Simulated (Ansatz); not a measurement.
# CH4GeOS: one species, many methods

An exercise on one series of results from a longer session: the logs are not shown, and one member is left open.

Computed with Ansatz 0.2.0, Gaussian basis. Level: functionals in def2-TZVPP, the program's frozen cores in correlated methods.

Levels to be run: PBE-D4, r2SCAN-D4, PBE0-D4, B3LYP-D4, ωB97X-V, ωB97M-V, B2PLYP; CCSD(T)/def2-TZVPP; CCSD(T)/def2-QZVPP; extrapolation to the limit.

### Structure used throughout

The geometry comes from an earlier relaxation with PBE0-D4 in a triple-zeta def2 set; it is a stationary point, not always the lowest conformer.

SMILES `C[S][Ge][OH]`, 8 atoms, charge 0, spin multiplicity 1.

Atoms are counted from 1 here; the program's logs count them from 0.

Bond lengths: C1–S2 1.814 Å, C1–H5 1.089 Å, C1–H6 1.089 Å, C1–H7 1.092 Å, S2–Ge3 2.238 Å, Ge3–O4 1.785 Å, O4–H8 0.962 Å. Angles: S2–C1–H5 109.2°, S2–C1–H6 109.2°, S2–C1–H7 111.2°, H5–C1–H6 109.4°, H5–C1–H7 109.0°, H6–C1–H7 109.0°, C1–S2–Ge3 100.3°, S2–Ge3–O4 98.5°, Ge3–O4–H8 116.6°.

Set-up of the first run:

in.yaml

```yaml
crystal:
  periodic: [false, false, false]
  atoms:
    - {symbol: C, position_ang: [-0.818114, 0.750054, -1.122534]}
    - {symbol: S, position_ang: [0.711022, 0.164682, -0.342600]}
    - {symbol: Ge, position_ang: [-0.129118, -0.886880, 1.445142]}
    - {symbol: O, position_ang: [1.404896, -1.439652, 2.172510]}
    - {symbol: H, position_ang: [-0.791896, 1.836747, -1.190357]}
    - {symbol: H, position_ang: [-0.893721, 0.327553, -2.123507]}
    - {symbol: H, position_ang: [-1.695004, 0.451604, -0.544135]}
    - {symbol: H, position_ang: [2.211936, -1.204117, 1.705491]}
basis:
  gaussian: {orbitals: def2-TZVPP}
hamiltonian: {xc: pbe, dispersion: d4}
output: {forces: true, orbitals: {seedname: orbitals}}
```

Started as:

```sh
ansatz run in.yaml --threads 2 --pin off --events-out ev --progress --plain --max-ram 22528MiB --backend cpu
```

Among the steps run: PBE-D4 (GGA); r2SCAN-D4 (meta-GGA); PBE0-D4 (hybrid); B3LYP-D4 (hybrid); ωB97X-V (range-separated); ωB97M-V (range-separated); B2PLYP (double hybrid); CCSD(T) in def2-TZVPP; CCSD(T) in def2-QZVPP.

One table of the session follows, with a row left open; its other results are not shown here.

```
            method  atomisation energy (eV)
            PBE-D4                   29.813
         r2SCAN-D4                   29.224
           PBE0-D4                   29.026
          B3LYP-D4                   29.025
           ωB97X-V                   29.160
           ωB97M-V                   29.142
            B2PLYP                   28.702
     HF/def2-TZVPP                        ?
    MP2/def2-TZVPP                   28.799
   CCSD/def2-TZVPP                   27.688
CCSD(T)/def2-TZVPP                   28.263
           MP2/CBS                   29.728
       CCSD(T)/CBS                   29.192
```

Estimate the missing values for HF/def2-TZVPP.

As computed: atomisation energy (eV): 20.081. In the column «atomisation energy (eV)» it is the lowest.

Caveats from the session: Free atoms (1 C, 1 S, 1 Ge, 1 O, 4 H) were run apart at each level; the atomisation energy is their sum less the molecule, without zero-point or spin-orbit terms.
